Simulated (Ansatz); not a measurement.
# C14H30O4: structure and electronic state

What does C14H30O4 look like as a singlet, and where do its frontier electrons sit?

Program: Ansatz 0.2.0, Gaussian basis. Level of theory: RKS PBE0-D4/def2-TZVP. These are calculated values, not measurements.

Levels to be run: relaxation at PBE-D4/def2-SVP; a single point at PBE0-D4/def2-TZVP.

## (1) Where the work starts

SMILES `CCC(CC(CC(CC(C)OC)OC)OC)OC`, 48 atoms, charge 0, spin multiplicity 1.

Atoms are counted from 1 here; the program's logs count them from 0.

Bond lengths: C1–C2 1.524 Å, C1–H19 1.088 Å, C1–H20 1.087 Å, C1–H21 1.089 Å, C2–C3 1.536 Å, C2–H22 1.091 Å, C2–H23 1.092 Å, C3–C4 1.536 Å, C3–O17 1.423 Å, C3–H24 1.098 Å, C4–C5 1.538 Å, C4–H25 1.091 Å, C4–H26 1.090 Å, C5–C6 1.534 Å, C5–O15 1.418 Å, C5–H27 1.098 Å, C6–C7 1.532 Å, C6–H28 1.090 Å and more. Angles: C2–C1–H19 110.1°, C2–C1–H20 110.3°, C2–C1–H21 110.8°, H19–C1–H20 108.3°, H19–C1–H21 108.4°, H20–C1–H21 108.9°, C1–C2–C3 113.1°, C1–C2–H22 109.2°, C1–C2–H23 109.8°, C3–C2–H22 107.9°, C3–C2–H23 108.3°, H22–C2–H23 108.3°, C2–C3–C4 109.5°, C2–C3–O17 110.0°, C2–C3–H24 109.0°, C4–C3–O17 109.7°, C4–C3–H24 109.7°, O17–C3–H24 109.0° and more.

The start is a GFN2-xTB geometry.

## (2) Relaxation at PBE-D4/def2-SVP

File in.yaml:

```yaml
crystal:
  periodic: [false, false, false]
  atoms:
    - {symbol: C, position_ang: [4.245200, 1.857100, 0.930610]}
    - {symbol: C, position_ang: [3.819830, 0.394070, 0.960220]}
    - {symbol: C, position_ang: [2.437390, 0.155590, 0.333510]}
    - {symbol: C, position_ang: [2.037660, -1.315510, 0.519310]}
    - {symbol: C, position_ang: [0.713340, -1.705170, -0.158810]}
    - {symbol: C, position_ang: [-0.506990, -1.127840, 0.570320]}
    - {symbol: C, position_ang: [-1.669810, -0.826370, -0.379890]}
    - {symbol: C, position_ang: [-2.881540, -0.235070, 0.362410]}
    - {symbol: C, position_ang: [-2.599960, 1.092920, 1.072910]}
    - {symbol: C, position_ang: [-3.908000, 1.697500, 1.594760]}
    - {symbol: O, position_ang: [-1.942720, 1.946340, 0.148400]}
    - {symbol: C, position_ang: [-1.312070, 3.060650, 0.722300]}
    - {symbol: O, position_ang: [-2.024070, -2.038860, -1.020220]}
    - {symbol: C, position_ang: [-2.639250, -1.906520, -2.271660]}
    - {symbol: O, position_ang: [0.584160, -3.117650, -0.165470]}
    - {symbol: C, position_ang: [1.007530, -3.741250, -1.345880]}
    - {symbol: O, position_ang: [2.470450, 0.471370, -1.054030]}
    - {symbol: C, position_ang: [1.642070, 1.534910, -1.447430]}
    - {symbol: H, position_ang: [5.238730, 1.966010, 1.359660]}
    - {symbol: H, position_ang: [4.274300, 2.221430, -0.093120]}
    - {symbol: H, position_ang: [3.553570, 2.471840, 1.503860]}
    - {symbol: H, position_ang: [4.546490, -0.202230, 0.406880]}
    - {symbol: H, position_ang: [3.795840, 0.036560, 1.991490]}
    - {symbol: H, position_ang: [1.703370, 0.804290, 0.829870]}
    - {symbol: H, position_ang: [2.826160, -1.934930, 0.088500]}
    - {symbol: H, position_ang: [1.972850, -1.544130, 1.583550]}
    - {symbol: H, position_ang: [0.735790, -1.335000, -1.192600]}
    - {symbol: H, position_ang: [-0.831180, -1.867140, 1.302390]}
    - {symbol: H, position_ang: [-0.227700, -0.209150, 1.081820]}
    - {symbol: H, position_ang: [-1.338360, -0.095810, -1.134500]}
    - {symbol: H, position_ang: [-3.679030, -0.067590, -0.363290]}
    - {symbol: H, position_ang: [-3.231140, -0.965230, 1.093250]}
    - {symbol: H, position_ang: [-1.929210, 0.918700, 1.931210]}
    - {symbol: H, position_ang: [-4.535310, 1.998670, 0.759040]}
    - {symbol: H, position_ang: [-3.719060, 2.566930, 2.220480]}
    - {symbol: H, position_ang: [-4.439350, 0.957130, 2.186050]}
    - {symbol: H, position_ang: [-0.730950, 3.527950, -0.071740]}
    - {symbol: H, position_ang: [-2.032260, 3.788060, 1.112500]}
    - {symbol: H, position_ang: [-0.640320, 2.760860, 1.538250]}
    - {symbol: H, position_ang: [-2.760830, -2.917950, -2.656810]}
    - {symbol: H, position_ang: [-3.625000, -1.431120, -2.206830]}
    - {symbol: H, position_ang: [-2.019910, -1.325000, -2.967300]}
    - {symbol: H, position_ang: [0.830060, -4.806130, -1.208730]}
    - {symbol: H, position_ang: [2.074820, -3.576080, -1.541610]}
    - {symbol: H, position_ang: [0.430520, -3.388650, -2.209010]}
    - {symbol: H, position_ang: [0.589670, 1.346460, -1.204700]}
    - {symbol: H, position_ang: [1.750510, 1.623450, -2.527890]}
    - {symbol: H, position_ang: [1.943700, 2.481580, -0.982050]}
basis:
  gaussian: {orbitals: def2-SVP, fitting: {mean_field: def2-universal-jkfit}}
hamiltonian: {xc: pbe, dispersion: d4}
scf: {lower_state_search: "off"}
output: {orbitals: {seedname: orbitals}}
relax: {f_tol: 0.03, max_steps: 70}
```

Run with:

```bash
ansatz run in.yaml --threads 2 --pin off --events-out ev --progress --plain --max-ram 22528MiB --backend cuda --devices 0, --max-vram 18GiB
```

After this run come: Single point, PBE0-D4/def2-TZVP.

**Question.** What will the summary of the whole plan be? Wanted: point group; commonest bond, hydrogen aside; HOMO, LUMO at PBE0-D4/def2-TZVP; dipole at PBE-D4/def2-SVP.

**Answer**, as computed:

| quantity | value |
| --- | --- |
| point group | C1 |
| commonest bond, hydrogen aside | C–C, 9 of mean length 1.532 Å |
| HOMO, LUMO at PBE0-D4/def2-TZVP | -6.75, 0.77 eV |
| dipole at PBE-D4/def2-SVP | 2.63 D |

**Reading.** The molecule keeps its bonding pattern by the stored test; the atoms moved 0.10 Å (rms). No usable vibrations, so a minimum isn't proven. The point group is read from a loosely relaxed geometry; soft torsions can leave it below the true symmetry.
